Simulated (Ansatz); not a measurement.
# CH5FInNSi: one species, many methods

Aim: compute CH5FInNSi with functionals from several rungs and with coupled cluster. The yardstick is the atomisation energy at the CCSD(T) limit.

Program: Ansatz 0.2.0, Gaussian basis. Level of theory: functionals in def2-TZVPP, the program's frozen cores in correlated methods. These are calculated values, not measurements.

Levels to be run: LDA (SPW92), PBE-D4, revPBE-D4, BLYP-D4, r2SCAN-D4, B97M-V, PBE0-D4, B3LYP-D4, r2SCANh-D4, r2SCAN0-D4, HSE06-D4, BHLYP-D4, CAM-B3LYP-D4, LC-ωPBE, ωB97X-V, ωB97M-V, B2PLYP, PBE-QIDH; CCSD(T)/def2-SVP; CCSD(T)/def2-TZVPP; MP2/def2-QZVPP; extrapolation to the limit; RPA on PBE.

### Step 1. Structure used throughout

All runs share one geometry, relaxed beforehand with PBE0-D4 in a triple-zeta def2 set. In takes the def2 core potential; no spin-orbit term is included.

SMILES `[F][In]1[CH2][SiH2][NH]1`, 10 atoms, charge 0, spin multiplicity 1.

Atoms are counted from 1 here; the program's logs count them from 0.

Bond lengths: F1–In2 1.936 Å, In2–C3 2.165 Å, In2–N5 2.060 Å, C3–Si4 1.894 Å, C3–H6 1.090 Å, C3–H7 1.090 Å, Si4–N5 1.723 Å, Si4–H8 1.493 Å, Si4–H9 1.493 Å, N5–H10 1.007 Å. Angles: F1–In2–C3 154.2°, F1–In2–N5 125.9°, C3–In2–N5 79.9°, In2–C3–Si4 87.4°, In2–C3–H6 112.7°, In2–C3–H7 112.5°, Si4–C3–H6 116.8°, Si4–C3–H7 116.7°, H6–C3–H7 109.3°, C3–Si4–N5 97.1°, C3–Si4–H8 111.1°, C3–Si4–H9 111.2°, N5–Si4–H8 115.1°, N5–Si4–H9 115.0°, H8–Si4–H9 107.2°, In2–N5–Si4 95.6°, In2–N5–H10 136.9°, Si4–N5–H10 127.5°.

### Step 2. LDA

This LDA is Slater exchange with PW92 correlation.

in.yaml

```yaml
crystal:
  periodic: [false, false, false]
  atoms:
    - {symbol: F, position_ang: [0.741476, -1.474584, -3.181376]}
    - {symbol: In, position_ang: [0.485626, -0.746406, -1.406308]}
    - {symbol: C, position_ang: [1.032172, -0.412585, 0.661300]}
    - {symbol: Si, position_ang: [-0.558063, 0.602889, 0.828497]}
    - {symbol: N, position_ang: [-1.101665, 0.416116, -0.795673]}
    - {symbol: H, position_ang: [1.086735, -1.337493, 1.235724]}
    - {symbol: H, position_ang: [1.972292, 0.130091, 0.762356]}
    - {symbol: H, position_ang: [-1.459213, 0.022497, 1.867283]}
    - {symbol: H, position_ang: [-0.259931, 2.007037, 1.237509]}
    - {symbol: H, position_ang: [-1.939439, 0.792451, -1.209312]}
basis:
  gaussian: {orbitals: def2-TZVPP}
hamiltonian: {xc: lda}
output: {orbitals: {seedname: orbitals}}
```

Started as:

```sh
> ansatz run in.yaml --threads 4 --pin off --events-out ev --progress --plain --max-ram 10444MiB
```

The runs that follow: PBE-D4 (GGA); revPBE-D4 (GGA); BLYP-D4 (GGA); r2SCAN-D4 (meta-GGA); B97M-V (meta-GGA); PBE0-D4 (hybrid); B3LYP-D4 (hybrid); r2SCANh-D4 (hybrid); r2SCAN0-D4 (hybrid); HSE06-D4 (hybrid); BHLYP-D4 (hybrid); CAM-B3LYP-D4 (range-separated); LC-ωPBE (range-separated); ωB97X-V (range-separated); ωB97M-V (range-separated); B2PLYP (double hybrid); PBE-QIDH (double hybrid); CCSD(T) in def2-SVP; CCSD(T) in def2-TZVPP; MP2 in def2-QZVPP; RPA on PBE orbitals.

Before running them: what should the planned runs give, taken together? Wanted: atomisation energy, CCSD(T)/CBS; farthest beyond LDA; mean size of error, GGA; mean size of error, meta-GGA; mean size of error, hybrid; mean size of error, range-separated; mean size of error, double hybrid; gap, smallest and largest; T1 diagnostic.

As calculated:

| quantity | value |
| --- | --- |
| atomisation energy, CCSD(T)/CBS | 3362.8 kJ/mol |
| functionals within 33.6 kJ/mol (1.0 %) | PBE-D4, r2SCAN-D4, B97M-V, CAM-B3LYP-D4, LC-ωPBE, ωB97X-V, ωB97M-V |
| farthest beyond LDA | BHLYP-D4 (-151.8 kJ/mol) |
| mean size of error, GGA | 47.0 kJ/mol |
| mean size of error, meta-GGA | 21.2 kJ/mol |
| mean size of error, hybrid | 73.1 kJ/mol |
| mean size of error, range-separated | 16.2 kJ/mol |
| mean size of error, double hybrid | 65.8 kJ/mol |
| gap, smallest and largest | 3.27 eV (LDA (SPW92)), 10.32 eV (LC-ωPBE) |
| T1 diagnostic | 0.0158 |
| triples share of the correlation energy | 3.7 % |

What this shows: LDA overbinds by 469.8 kJ/mol (14 %). PBE-D4 is off by +24.8 kJ/mol. Double hybrids carry the basis error of their MP2 part in triple zeta, and no dispersion term here, so their miss is partly the set-up's. The rungs range-separated, meta-GGA miss on average by less than the doubt on the reference (33.6 kJ/mol), so they tie. The reference freezes the cores and leaves out spin-orbit coupling and excitations past (T), and its outer-core shells are covered unevenly, so misses under about 33.6 kJ/mol can't be ranked. All levels share the lack of spin-orbit coupling, which lowers the free heavy atoms and so the true binding. Hartree-Fock recovers 69 % of the binding; the rest is correlation. CCSD(T) in def2-SVP is off by -283.1 kJ/mol, more than most functionals: a good method in a small basis is no reference. The gap grows from 3.3 to 10.3 eV across the functionals, mostly with the share of exact exchange. Correlated methods include outer-core shells of In, which these sets cover unevenly.
